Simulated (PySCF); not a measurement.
# CH5AlClN: the cost of one run

Computed with PySCF 2.14.0, with density-fitted response routines of our own, on a single molecule in the gas phase. Atoms are numbered from 0 throughout.

### 1 The starting structure

9 atoms, charge 0, multiplicity 1; geometry from: GFN2-xTB. The atoms were then displaced at random by about 0.01 Å, so the start is not that level's minimum.

Bonds of the start (Å): C0–N1 1.43, N1–Al2 1.77, Al2–Cl3 2.07, C0–H4 1.09, C0–H5 1.10, C0–H6 1.11, N1–H7 1.01, Al2–H8 1.53.

### 2 Optimising the geometry at PBE0-D3(BJ)/def2-SVP

The job: settings as JSON, then the geometry in Å.

```
{"job": {"xc": "PBE0", "basis": "def2-SVP", "d3": "d3bj", "grid": 1, "shake": 0.01, "kind": "geom"}, "charge": 0, "multiplicity": 1}
C     -1.282700    -0.162170    -0.201400
N      0.079650    -0.566870    -0.065500
Al     1.461660     0.491440     0.261690
Cl     3.416810    -0.162660     0.452820
H     -1.948250    -0.609180     0.536990
H     -1.701000    -0.375200    -1.199060
H     -1.336350     0.942070    -0.072670
H      0.176630    -1.563580    -0.185540
H      1.191360     1.988990     0.438930
```

Command:

```
$ OMP_NUM_THREADS=1 python probes_run.py task.json out
```

The driver reads the jobs from task.json and runs them one after another.

Q: Estimate the wall time and peak memory of this first job on 1 thread of Arm Neoverse V1, shared host.

About 12 s, with a peak of 0.35 GiB.
